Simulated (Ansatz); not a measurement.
# AlH₇N₂O (built from SMILES [H][H].[NH2][Al]([NH2])[OH]): search for a transition state

Wanted: the transition state of a four-centre ligand exchange (form Al1–H6, O2–H5 and break Al1–O2, H5–H6). The guess is relaxed with those distances held, a saddle search follows, and vibrations and two downhill relaxations check it.

Computed with Ansatz 0.2.0, Gaussian basis. Level: PBE0-D4, def2-SVP first, then def2-TZVP.

152 further runs of the same task are left out: 152 set aside as unsound or not needed. Runs told in other sessions of the task aren't counted.

## Step 1: Starting geometry

The guess: 11 atoms, charge 0, spin multiplicity 1.

Atoms are counted from 1 here; the program's logs count them from 0.

Bond lengths: Al1–O2 1.755 Å, Al1–N3 1.785 Å, Al1–N4 1.785 Å, Al1–H5 1.696 Å, Al1–H6 1.708 Å, O2–H5 1.231 Å, O2–H7 0.956 Å, N3–H8 1.009 Å, N3–H9 1.010 Å, N4–H10 1.010 Å, N4–H11 1.009 Å. Angles: O2–Al1–N3 113.7°, O2–Al1–N4 113.8°, O2–Al1–H5 41.8°, O2–Al1–H6 82.1°, N3–Al1–N4 123.5°, N3–Al1–H5 117.7°, N3–Al1–H6 107.5°, N4–Al1–H5 117.8°, N4–Al1–H6 107.5°, H5–Al1–H6 40.4°, Al1–O2–H5 66.6°, Al1–O2–H7 166.8°, H5–O2–H7 126.7°, Al1–N3–H8 122.4°, Al1–N3–H9 130.1°, H8–N3–H9 107.5°, Al1–N4–H10 130.0°, Al1–N4–H11 122.5° and more.

Coordinates:

```xyz
11
AlH7N2O
Al   -0.05430   -0.04290   -0.02100
O     0.23920    1.66060   -0.32660
N     1.01240   -1.13220   -0.94950
N    -0.61720   -0.39110    1.63680
H    -0.79020    1.23860   -0.85400
H    -1.43510    0.26400   -0.97870
H     0.57970    2.55230   -0.37210
H     1.04260   -2.12770   -0.78690
H     1.64940   -0.92950   -1.70690
H    -0.91470    0.23910    2.36780
H    -0.71180   -1.33130    1.99110
```

Distances that are to change: Al1–H6 1.71 Å, O2–H5 1.23 Å, Al1–O2 1.76 Å, H5–H6 1.18 Å.

## Step 2: Constrained relaxation of the guess

Contents of hold/in.yaml:

```yaml
crystal:
  periodic: [false, false, false]
  atoms:
    - {symbol: Al, position_ang: [-0.054300, -0.042900, -0.021000]}
    - {symbol: O, position_ang: [0.239200, 1.660600, -0.326600]}
    - {symbol: N, position_ang: [1.012400, -1.132200, -0.949500]}
    - {symbol: N, position_ang: [-0.617200, -0.391100, 1.636800]}
    - {symbol: H, position_ang: [-0.790200, 1.238600, -0.854000]}
    - {symbol: H, position_ang: [-1.435100, 0.264000, -0.978700]}
    - {symbol: H, position_ang: [0.579700, 2.552300, -0.372100]}
    - {symbol: H, position_ang: [1.042600, -2.127700, -0.786900]}
    - {symbol: H, position_ang: [1.649400, -0.929500, -1.706900]}
    - {symbol: H, position_ang: [-0.914700, 0.239100, 2.367800]}
    - {symbol: H, position_ang: [-0.711800, -1.331300, 1.991100]}
basis:
  gaussian: {orbitals: def2-SVP}
hamiltonian: {xc: pbe0, dispersion: d4}
relax: {f_tol: 0.04, max_steps: 150, escape_saddle: false, constraints: [{distance: [0, 5]}, {distance: [1, 4]}, {distance: [0, 1]}, {distance: [4, 5]}]}
```

Launch:

```console
ansatz run in.yaml --threads 4 --pin off --events-out ev --progress --plain --max-ram 9574MiB
```

The runs that follow: Force constants to start from; Saddle search in the small basis; Saddle search in triple zeta; Checking the order of the point; Relaxing after a step of 0.30 Å one way along the mode; Relaxing after a step of 0.30 Å the other way along the mode.

Q: Predict the outcome of this session. Wanted: imaginary mode; barrier from the start side; barrier from the end side; energy of the step; pairs that change; zero-point energy at the saddle.

**Answer**, as computed:

```
                       quantity                                                       value
                 imaginary mode                                                  1149i cm⁻¹
    barrier from the start side                                                100.6 kJ/mol
      barrier from the end side                                                 58.5 kJ/mol
             energy of the step                                                +42.1 kJ/mol
              pairs that change  Al1–H6 formed, O2–H5 formed, Al1–O2 loosened, H5–H6 broken
zero-point energy at the saddle                                                    2.156 eV
```

**Reading.** One imaginary mode, 1149i cm⁻¹, makes this a first-order saddle. Going downhill both ways gives the intended start and end. A bond meant to break is only loosened at the end: the products stay bound as an adduct. At PBE0-D4/def2-TZVP the electronic barrier is 100.6 kJ/mol, about 41 kT at 298 K, and the step runs 42.1 kJ/mol uphill. With so stiff a mode tunnelling counts: Wigner's rough correction is a factor of 2.3 at 298 K. A step off the saddle overshot and began above it in energy, so the link to its end is likely but not proven.
